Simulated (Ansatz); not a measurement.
## ScNbN under changes of volume

One of the cells (14.468 Å³/atom); the others are scaled copies at fixed shape and fractional positions:

```
Nb Sc N
1.0
     3.11097    0.00000    0.00000
    -1.55549    2.69418    0.00000
     0.00000    0.00000   10.35715
Nb Sc N
2 2 2
Direct
  0.33333 0.66667 0.24743
  0.66667 0.33333 0.75257
  0.00000 0.00000 0.00000
  0.00000 0.00000 0.50000
  0.33333 0.66667 0.62781
  0.66667 0.33333 0.37219
```

The cell comes from a database or a generator and needn't be the stable form of this composition.

| Quantity | Value |
| --- | --- |
| Program | Ansatz 0.2.0 |
| Functional | PBE |
| Potentials or basis | Ansatz PAW |
| Cutoff | 420 eV (not typed: the program's choice for these potentials) |
| k mesh | 10 × 10 × 3 |
| Occupations | fermi-dirac, width 0.05 eV |
| Spin | no spin polarisation |

```csv
volume (Å³/atom),energy over the lowest point (meV/atom),pressure (GPa),largest force (eV/Å)
13.600,?,?,?
13.889,6.37,5.7,0.230
14.179,0.00,1.6,0.174
14.468,0.67,-2.1,0.210
14.758,7.71,-5.5,0.297
15.047,20.47,-8.5,0.444
15.336,38.44,-11.2,0.578
```

What does the run at 13.600 Å³/atom give?

Energy over the lowest point 20.60 meV/atom; pressure 10.3 GPa; largest force 0.440 eV/Å.

Worked out: A Birch-Murnaghan fit of order 3 (a polynomial in V^(-2/3)) to the other rows has its minimum at 14.29 Å³/atom with B0 = V·E''(V) = 184 GPa and B' = 3.9 at fixed shape and positions, which overstates the stiffness. It gives 20.46 meV/atom at 13.600 Å³/atom, against the run's 20.60, and -dE/dV = 10.1 GPa, against 10.3.

Energies are extrapolated to zero smearing.
